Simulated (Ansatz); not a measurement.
# CH5AlBP: ladder of methods at one geometry in Python

How do the methods compare on CH5AlBP, in result and in cost? The task is a ladder of methods at one geometry, for CH5AlBP. SMILES: [PH2][Al]1[BH][CH2]1.

All numbers are computed with the Python package of Ansatz 0.2.0. The levels of theory stand in the script.

## Step 1: Starting point

Bond lengths: P1–Al2 2.279 Å, Al2–B3 2.121 Å, Al2–C4 1.844 Å, B3–C4 1.520 Å, P1–H5 1.471 Å, P1–H6 1.497 Å, B3–H7 1.229 Å, C4–H8 1.130 Å, C4–H9 1.159 Å. Angles (14 of 15 angles, heavy atoms first): P1–Al2–B3 156.7°, P1–Al2–C4 158.8°, B3–Al2–C4 44.4°, Al2–B3–C4 58.1°, Al2–C4–B3 77.5°, Al2–P1–H5 95.8°, Al2–P1–H6 95.1°, Al2–B3–H7 150.4°, C4–B3–H7 151.2°, Al2–C4–H8 114.0°, Al2–C4–H9 117.1°, B3–C4–H8 112.3°, B3–C4–H9 118.0°, H5–P1–H6 93.3°.

No structure file is read: the coordinates are typed or built in the script.

## Step 2: The script

methods_ch5albp.py

```python
"""CH5AlBP at several levels of theory."""

from pathlib import Path
import warnings

import ansatz as az
import numpy as np

warnings.simplefilter("ignore", az.DeckWarning)

system = (
    az.Crystal.molecule()
    .atom("P", (-0.2427, 2.4091, -1.0867))
    .atom("Al", (0.1604, 0.3986, -0.092))
    .atom("B", (1.2606, -1.3472, 0.3978))
    .atom("C", (-0.123, -1.0827, 0.9698))
    .atom("H", (-0.4398, 1.8691, -2.4405))
    .atom("H", (-1.7081, 2.4164, -0.7831))
    .atom("H", (2.2951, -2.009, 0.3432))
    .atom("H", (-0.8988, -1.7972, 0.5632))
    .atom("H", (-0.2153, -0.9035, 2.1111))
)

model = system.calculation().basis(gaussian="def2-SVP")

print("functional    E (Ha)        dipole (D)   HOMO (eV)  LUMO (eV)")
for name in ["hf", "pbe", "lc_wpbe", "lda", "hse06", "revpbe"]:
    summary = model.functional(name).forces().orbitals().run(runs_dir="runs").report
    lines = Path(summary["orbitals_path"]).read_text().splitlines()
    field_of = lambda key: [line.split("=")[1].strip() for line in lines if line.startswith(key)]
    orbitals = [(27.211386 * float(e), s, float(n)) for e, s, n in zip(field_of("Ene="), field_of("Spin="), field_of("Occup="))]
    homo = max(e for e, _, n in orbitals if n > 0.5)
    lumo = min(e for e, _, n in orbitals if n < 0.5)
    dipole = 4.803205 * np.linalg.norm(summary["charge_distribution"]["dipole_moment_e_ang"])
    print(f"{name:10s} {summary['free_energy_ev'] / 27.211386246:14.6f} {dipole:9.3f} {homo:11.3f} {lumo:10.3f}")
```

## Step 3: The input behind the calls

The engine receives this input (first run):

```yaml
crystal:
  periodic: [false, false, false]
  atoms:
    - { symbol: P, position_ang: [-0.2427, 2.4091, -1.0867] }
    - { symbol: Al, position_ang: [0.1604, 0.3986, -0.092] }
    - { symbol: B, position_ang: [1.2606, -1.3472, 0.3978] }
    - { symbol: C, position_ang: [-0.123, -1.0827, 0.9698] }
    - { symbol: H, position_ang: [-0.4398, 1.8691, -2.4405] }
    - { symbol: H, position_ang: [-1.7081, 2.4164, -0.7831] }
    - { symbol: H, position_ang: [2.2951, -2.009, 0.3432] }
    - { symbol: H, position_ang: [-0.8988, -1.7972, 0.5632] }
    - { symbol: H, position_ang: [-0.2153, -0.9035, 2.1111] }
basis:
  gaussian:
    orbitals: def2-SVP
hamiltonian:
  xc: hf
output:
  orbitals: {}
  forces: true
```

## Step 4: The run

On the command line:

```bash
$ python methods_ch5albp.py
```

The program printed:

```text
functional    E (Ha)        dipole (D)   HOMO (eV)  LUMO (eV)
hf            -647.767451     1.963      -6.801      1.066
pbe           -649.002012     2.026      -3.800     -3.100
lc_wpbe       -649.153418     2.080      -7.185      0.042
lda           -646.403744     2.109      -3.863     -3.300
hse06         -649.053065     2.038      -4.355     -2.575
revpbe        -649.266640     2.013      -3.775     -3.015
```

It took 18 s on 1 thread of Arm Neoverse V1, shared host; peak memory 0.24 GiB.

## Step 5: What changed from run to run

The engine's inputs for some of the other runs:

Run 4, against run 1:

```diff
@@ -17 +17 @@
-  xc: hf
+  xc: lda
```

Run 5, against run 1:

```diff
@@ -17 +17 @@
-  xc: hf
+  xc: hse06
```

Run 6, against run 1:

```diff
@@ -17 +17 @@
-  xc: hf
+  xc: revpbe
```

Lines on the test bed's own set-up are left out of the output.

## Step 6: Run by run

The 6 runs, in the order started:

| run | functional | energy (eV) | SCF cycles | CPU time (s) |
| --- | --- | --- | --- | --- |
| 1 | hf | -17626.6503 | 31 | 1.5 |
| 2 | pbe | -17660.2444 | 25 | 3.2 |
| 3 | lc_wpbe | -17664.3644 | 21 | 3.8 |
| 4 | lda | -17589.5420 | 26 | 2 |
| 5 | hse06 | -17661.6337 | 17 | 3.7 |
| 6 | revpbe | -17667.4453 | 25 | 3.2 |

Totals under unlike functionals or potentials can't be compared directly.

The fields below are those of run 1.

## Step 7: Orbitals and fields

The fields below are evaluated on a grid from the run's orbitals.

Frontier orbitals at Hartree-Fock/def2-SVP, with the share of their density that lies nearest to each atom:

| orbital | energy (eV) | lies on |
| --- | --- | --- |
| HOMO-1 | -9.85 | P1 56 %; Al2 13 %; C4 11 % |
| HOMO | -6.80 | B3 37 %; Al2 32 %; C4 11 % |
| LUMO | 1.07 | Al2 44 %; B3 25 %; H8, H9 about 7 % each |

ELF in a plane through or near 5 of the atoms.

Ten even steps from '0' (0.00) to '9' (1.00):
```
0000000000000000000000000000
0000000000000000000000000000
0000000000000100000000000000
0000037630014662000000000000
0000389985148985000000000000
0001799998589996100133210000
0001699998699996222477521000
0001489963299842465578731000
0000246724266033286335631000
0000013587872387196212421000
0000001488567155197557631000
0000000355339721365799961000
0000001377558984224899983100
0000001478855774102799993000
0000001367631231000499971000
0000000122100000000023200000
0000000000000000000000000000
0000000000000000000000000000
0000000000000000000000000000
0000000000000000000000000000
```
The map spans 11.0 Å across and 8.6 Å up, centred on the molecule. Atoms in the plane (x, y in Å): Al2 (0.3, 0.2), B3 (-1.7, 0.8), C4 (-1.3, -0.7), H6 (2.9, -1.0), H7 (-2.5, 1.7).

log10 of the density (e/Å³) in the same plane.

Ten even steps from '0' (-4.0) to '9' (1.6):
```
0000000000000000000000000000
0000000111111110000000000000
0000012222222222110000000000
0000123333333332221121110000
0001234554444433332333221000
0012346666555544444444432200
0012356776666555545565543210
0012346677766665556666643320
0012345669866677666676654320
0011234567776899666676654320
0001234567777787666666654320
0000134567987665556677653310
0000123567776655545567643210
0000123456665554444556543210
0000023455554443333444432100
0000012333333322222222221000
0000001122222111111111100000
0000000011110000000000000000
0000000000000000000000000000
0000000000000000000000000000
```
The map spans 11.0 Å across and 8.6 Å up, centred on the molecule. Atoms in the plane (x, y in Å): Al2 (0.3, 0.2), B3 (-1.7, 0.8), C4 (-1.3, -0.7), H6 (2.9, -1.0), H7 (-2.5, 1.7).

On the surface of density 0.002 e/bohr³ the electrostatic potential runs, from the 1st to the 99th percentile, from -1.39 V near B3 to 3.27 V near Al2.

## Step 8: What came out

```
                                               quantity    value
                                          runs compared        6
HOMO-LUMO gap of the mean field (Hartree-Fock/def2-SVP)  7.87 eV
```

In words: All 6 runs converged (17 to 31 cycles). What to keep in mind:
- The geometry is a force-field or estimated start, not a minimum of this method, and the basis set is short of its limit. A lower total doesn't mark the better method: functionals have no common bound, and MP2 and coupled cluster aren't variational.
- Levels such as HOMO and LUMO are orbital energies: with these approximate functionals they aren't the ionisation energy and electron affinity, and their gap isn't the fundamental gap.
- hse06 follows the composition of plane-wave codes, whose totals differ by tens of mHa, up to about 0.1 Ha, from the form usual in Gaussian-basis programs (wpbeh).
